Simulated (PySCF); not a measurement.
# Mo³³⁺, Tc³⁴⁺, Ru³⁵⁺: fine-structure interval with spin-orbit coupling

Each state of these ions is computed at each level; their differences give the fine-structure interval. How far do the methods differ?

The numbers are computed with PySCF 2.14.0 (two-component X2C-1e, generalised determinants), except any that are marked as measured or tabulated.

## Step 1: The system

| Item | Value |
| --- | --- |
| Elements | molybdenum (Z = 42), technetium (Z = 43), ruthenium (Z = 44) |
| Basis | one for each species, given in its step |
| Hamiltonian | two-component X2C-1e, Gaussian nucleus, no Breit or QED terms; spin-orbit coupling, run by run: screened by Boettger's factors; bare |
| Core shells frozen in the correlated runs | none (for Mo³³⁺) |
| State 1 | Mo³³⁺ 2p J=1/2: [He] 2s2 2p5; 2p1/2 filled at m_j = +1/2; 2p3/2 filled at m_j = -3/2, -1/2, +1/2, +3/2 |
| State 2 | Tc³⁴⁺ 2p J=1/2: [He] 2s2 2p5; 2p1/2 filled at m_j = +1/2; 2p3/2 filled at m_j = -3/2, -1/2, +1/2, +3/2 |
| State 3 | Ru³⁵⁺ 2p J=1/2: [He] 2s2 2p5; 2p1/2 filled at m_j = +1/2; 2p3/2 filled at m_j = -3/2, -1/2, +1/2, +3/2 |
| Needed too, but not shown | Mo³³⁺ [He] 2s2 2p5 (2P), Tc³⁴⁺ [He] 2s2 2p5 (2P), Ru³⁵⁺ [He] 2s2 2p5 (2P) |
| Methods | GHF, GMP2 |

The outer shells:

Mo33+ [He] 2s2 2p5
```
[He] core
2s [↑↓]
2p [↑↓][↑↓][↑ ]
```

Tc34+ [He] 2s2 2p5
```
[He] core
2s [↑↓]
2p [↑↓][↑↓][↑ ]
```

Ru35+ [He] 2s2 2p5
```
[He] core
2s [↑↓]
2p [↑↓][↑↓][↑ ]
```

All steps ran in one process of a driver on top of PySCF, which takes the settings above as its task.

The integrals over 106 functions and the set-up took 0.54 s of CPU time.

## Step 2: Mo³³⁺ 2p J=1/2, method by method

Basis: an uncontracted even-tempered set (17 s from 13 bohr⁻², ratio 2.4; 12 p from 17 bohr⁻², ratio 2.4; 5 d from 66 bohr⁻², ratio 2.6; 4 f from 98 bohr⁻², ratio 2.6).

#### GHF (screened spin-orbit)

Log:

```text
cycle= 1 E= -3080.2389130685  delta_E= -3.08e+03  |FDS-SDF|= 0.359
cycle= 2 E= -3080.2483394141  delta_E= -0.00943  |FDS-SDF|= 0.0124
cycle= 3 E= -3080.2483711741  delta_E= -3.18e-05  |FDS-SDF|= 0.00273
cycle= 4 E= -3080.2484645196  delta_E= -9.33e-05  |FDS-SDF|= 0.00653
cycle= 5 E= -3080.2483521294  delta_E= 0.000112  |FDS-SDF|= 0.000123
cycle= 6 E= -3080.2483520896  delta_E= 3.98e-08  |FDS-SDF|= 1.55e-06
cycle= 7 E= -3080.2483520896  delta_E= 5e-12  |FDS-SDF|= 1.31e-08
```

CPU time 4.6 s on a shared host, the integrals not counted.

Occupied spinors:

```
spinor shell  electrons  mean energy (eV)  weight of the nominal j  rms radius (bohr)
       1s1/2          2          -22142.3                    1.000             0.0403
       2s1/2          2           -4745.8                    1.000              0.161
       2p1/2          1           -4560.3                    1.000              0.140
       2p3/2          4           -4435.8                    1.000              0.144
```

M_J = 1/2, ⟨J²⟩ = 0.750, ⟨L²⟩ = 2.002, ⟨S²⟩ = 0.752.

#### GMP2 (screened spin-orbit)

No log was kept for this step.

It used 0.42 s of CPU time after the integrals (shared host).

With 9 electrons correlated and 32 very high virtual spinors dropped, the MP2 correlation energy is -0.33166 hartree. Largest pairs: 2p3/2-2p3/2 -0.0958, 2p3/2-2s1/2 -0.0621, 2p1/2-2p3/2 -0.0511, 1s1/2-1s1/2 -0.0423, 1s1/2-2p3/2 -0.0295.

At this charge the one-electron X2C treatment keeps the bare 1/r₁₂, with no two-electron picture change or Breit term, which inflates the 1s pair energies well beyond their four-component values.

#### GHF (bare spin-orbit)

Log:

```text
cycle= 1 E= -3080.1334368214  delta_E= -3.08e+03  |FDS-SDF|= 0.36
cycle= 2 E= -3080.1429150832  delta_E= -0.00948  |FDS-SDF|= 0.0124
cycle= 3 E= -3080.1429497902  delta_E= -3.47e-05  |FDS-SDF|= 0.00299
cycle= 4 E= -3080.1430766000  delta_E= -0.000127  |FDS-SDF|= 0.0077
cycle= 5 E= -3080.1429280007  delta_E= 0.000149  |FDS-SDF|= 0.000116
cycle= 6 E= -3080.1429279669  delta_E= 3.38e-08  |FDS-SDF|= 1.58e-06
cycle= 7 E= -3080.1429279669  delta_E= 4.55e-12  |FDS-SDF|= 8.87e-09
```

CPU time 4.6 s on a shared host, the integrals not counted.

Occupied spinors:

```csv
spinor shell,electrons,mean energy (eV),weight of the nominal j,rms radius (bohr)
1s1/2,2,-22142.5,1.000,0.0403
2s1/2,2,-4745.9,1.000,0.161
2p1/2,1,-4564.6,1.000,0.139
2p3/2,4,-4434.1,1.000,0.144
```

M_J = 1/2, ⟨J²⟩ = 0.750, ⟨L²⟩ = 2.002, ⟨S²⟩ = 0.752.

## Step 3: Tc³⁴⁺ 2p J=1/2

Basis: an even-tempered Gaussian basis (17 s from 14 bohr⁻², ratio 2.4; 12 p from 18 bohr⁻², ratio 2.4; 5 d from 69 bohr⁻², ratio 2.6; 4 f from 100 bohr⁻², ratio 2.6).

#### GHF (screened spin-orbit)

Log:

```text
cycle= 1 E= -3238.8525720277  delta_E= -3.24e+03  |FDS-SDF|= 0.37
cycle= 2 E= -3238.8620711801  delta_E= -0.0095  |FDS-SDF|= 0.0125
cycle= 3 E= -3238.8621066931  delta_E= -3.55e-05  |FDS-SDF|= 0.00316
cycle= 4 E= -3238.8622554798  delta_E= -0.000149  |FDS-SDF|= 0.00851
cycle= 5 E= -3238.8620834997  delta_E= 0.000172  |FDS-SDF|= 0.00011
cycle= 6 E= -3238.8620834708  delta_E= 2.89e-08  |FDS-SDF|= 1.52e-06
cycle= 7 E= -3238.8620834708  delta_E= 3.64e-12  |FDS-SDF|= 5.76e-09
```

CPU time 4.6 s on a shared host, the integrals not counted.

Occupied spinors:

```
spinor shell  electrons  mean energy (eV)  weight of the nominal j  rms radius (bohr)
       1s1/2          2          -23292.4                    1.000             0.0393
       2s1/2          2           -5015.0                    1.000              0.157
       2p1/2          1           -4824.0                    1.000              0.136
       2p3/2          4           -4686.6                    1.000              0.140
```

M_J = 1/2, ⟨J²⟩ = 0.750, ⟨L²⟩ = 2.002, ⟨S²⟩ = 0.752.

#### GMP2 (screened spin-orbit)

No log was kept for this step.

CPU time 0.45 s on a shared host, the integrals not counted.

With 9 electrons correlated and 32 very high virtual spinors dropped, the MP2 correlation energy is -0.33318 hartree. Largest pairs: 2p3/2-2p3/2 -0.0960, 2p3/2-2s1/2 -0.0624, 2p1/2-2p3/2 -0.0512, 1s1/2-1s1/2 -0.0426, 1s1/2-2p3/2 -0.0296.

#### GHF (bare spin-orbit)

Log:

```text
cycle= 1 E= -3238.7399758145  delta_E= -3.24e+03  |FDS-SDF|= 0.371
cycle= 2 E= -3238.7495293656  delta_E= -0.00955  |FDS-SDF|= 0.0125
cycle= 3 E= -3238.7495695651  delta_E= -4.02e-05  |FDS-SDF|= 0.00353
cycle= 4 E= -3238.7497843587  delta_E= -0.000215  |FDS-SDF|= 0.0104
cycle= 5 E= -3238.7495418608  delta_E= 0.000242  |FDS-SDF|= 0.000107
cycle= 6 E= -3238.7495418349  delta_E= 2.59e-08  |FDS-SDF|= 1.56e-06
cycle= 7 E= -3238.7495418349  delta_E= 6.37e-12  |FDS-SDF|= 5.74e-09
```

CPU time 4.6 s on a shared host, the integrals not counted.

Occupied spinors:

```
spinor shell  electrons  mean energy (eV)  weight of the nominal j  rms radius (bohr)
       1s1/2          2          -23292.6                    1.000             0.0393
       2s1/2          2           -5015.1                    1.000              0.157
       2p1/2          1           -4828.5                    1.000              0.136
       2p3/2          4           -4684.8                    1.000              0.140
```

M_J = 1/2, ⟨J²⟩ = 0.750, ⟨L²⟩ = 2.002, ⟨S²⟩ = 0.752.

## Step 4: Ru³⁵⁺ 2p J=1/2: the ladder of methods

Basis: an even-tempered Gaussian basis (17 s from 15 bohr⁻², ratio 2.4; 12 p from 19 bohr⁻², ratio 2.4; 5 d from 73 bohr⁻², ratio 2.6; 4 f from 110 bohr⁻², ratio 2.6).

#### GHF (screened spin-orbit)

Log:

```text
cycle= 1 E= -3401.7140863241  delta_E= -3.4e+03  |FDS-SDF|= 0.38
cycle= 2 E= -3401.7236338326  delta_E= -0.00955  |FDS-SDF|= 0.0125
cycle= 3 E= -3401.7236756274  delta_E= -4.18e-05  |FDS-SDF|= 0.00377
cycle= 4 E= -3401.7239344250  delta_E= -0.000259  |FDS-SDF|= 0.0116
cycle= 5 E= -3401.7236456311  delta_E= 0.000289  |FDS-SDF|= 0.000103
cycle= 6 E= -3401.7236456085  delta_E= 2.26e-08  |FDS-SDF|= 1.49e-06
cycle= 7 E= -3401.7236456085  delta_E= 5.91e-12  |FDS-SDF|= 9.32e-09
```

It used 4.6 s of CPU time after the integrals (shared host).

Occupied spinors:

```csv
spinor shell,electrons,mean energy (eV),weight of the nominal j,rms radius (bohr)
1s1/2,2,-24473.9,1.000,0.0383
2s1/2,2,-5292.3,1.000,0.153
2p1/2,1,-5095.6,1.000,0.132
2p3/2,4,-4944.5,1.000,0.136
```

M_J = 1/2, ⟨J²⟩ = 0.750, ⟨L²⟩ = 2.002, ⟨S²⟩ = 0.752.

#### GMP2 (screened spin-orbit)

No log was kept for this step.

It used 0.44 s of CPU time after the integrals (shared host).

With 9 electrons correlated and 32 very high virtual spinors dropped, the MP2 correlation energy is -0.33393 hartree. Largest pairs: 2p3/2-2p3/2 -0.0961, 2p3/2-2s1/2 -0.0624, 2p1/2-2p3/2 -0.0513, 1s1/2-1s1/2 -0.0429, 1s1/2-2p3/2 -0.0297.

#### GHF (bare spin-orbit)

Log:

```text
cycle= 1 E= -3401.5941665719  delta_E= -3.4e+03  |FDS-SDF|= 0.381
cycle= 2 E= -3401.6037711475  delta_E= -0.0096  |FDS-SDF|= 0.0126
cycle= 3 E= -3401.6038212509  delta_E= -5.01e-05  |FDS-SDF|= 0.00434
cycle= 4 E= -3401.6042255188  delta_E= -0.000404  |FDS-SDF|= 0.0147
cycle= 5 E= -3401.6037830849  delta_E= 0.000442  |FDS-SDF|= 0.000104
cycle= 6 E= -3401.6037830631  delta_E= 2.19e-08  |FDS-SDF|= 1.56e-06
cycle= 7 E= -3401.6037830630  delta_E= 4.55e-12  |FDS-SDF|= 2.03e-08
```

CPU time 4.7 s on a shared host, the integrals not counted.

Occupied spinors:

| spinor shell | electrons | mean energy (eV) | weight of the nominal j | rms radius (bohr) |
| --- | --- | --- | --- | --- |
| 1s1/2 | 2 | -24474.1 | 1.000 | 0.0383 |
| 2s1/2 | 2 | -5292.3 | 1.000 | 0.153 |
| 2p1/2 | 1 | -5100.5 | 1.000 | 0.132 |
| 2p3/2 | 4 | -4942.5 | 1.000 | 0.136 |

M_J = 1/2, ⟨J²⟩ = 0.750, ⟨L²⟩ = 2.002, ⟨S²⟩ = 0.752.

## Step 5: The energy differences

Fine-structure interval: Mo³³⁺ [He] 2s2 2p5 [2p1/2^2 2p3/2^3, M_J = 3/2] → Mo³³⁺ [He] 2s2 2p5 [2p1/2^1 2p3/2^4, M_J = 1/2].

```
                    method  value (eV)
 GHF (screened spin-orbit)      111.99
GMP2 (screened spin-orbit)      112.10
     GHF (bare spin-orbit)      117.77
```

Fine-structure interval: Tc³⁴⁺ [He] 2s2 2p5 [2p1/2^2 2p3/2^3, M_J = 3/2] → Tc³⁴⁺ [He] 2s2 2p5 [2p1/2^1 2p3/2^4, M_J = 1/2].

| method | value (eV) |
| --- | --- |
| GHF (screened spin-orbit) | 124.26 |
| GMP2 (screened spin-orbit) | 124.37 |
| GHF (bare spin-orbit) | 130.52 |

Fine-structure interval: Ru³⁵⁺ [He] 2s2 2p5 [2p1/2^2 2p3/2^3, M_J = 3/2] → Ru³⁵⁺ [He] 2s2 2p5 [2p1/2^1 2p3/2^4, M_J = 1/2].

| method | value (eV) |
| --- | --- |
| GHF (screened spin-orbit) | 137.54 |
| GMP2 (screened spin-orbit) | 137.65 |
| GHF (bare spin-orbit) | 144.32 |

The differences also use runs on Mo³³⁺ [He] 2s2 2p5 (2P), Tc³⁴⁺ [He] 2s2 2p5 (2P), Ru³⁵⁺ [He] 2s2 2p5 (2P), which are not shown here.

## Step 6: Outcome

| quantity | value |
| --- | --- |
| fine-structure interval, Mo³³⁺ → 2p J=1/2 | GHF (screened spin-orbit) 111.99, GMP2 (screened spin-orbit) 112.10 eV |
| fine-structure interval, Tc³⁴⁺ → 2p J=1/2 | GHF (screened spin-orbit) 124.26, GMP2 (screened spin-orbit) 124.37 eV |
| fine-structure interval, Ru³⁵⁺ → 2p J=1/2 | GHF (screened spin-orbit) 137.54, GMP2 (screened spin-orbit) 137.65 eV |

What this shows: For the first difference the methods span 5.781 eV, from GHF (screened spin-orbit) (111.99) to GHF (bare spin-orbit) (117.77). No reference value is at hand in this session. All values hold for this basis alone; no basis-set limit was taken.
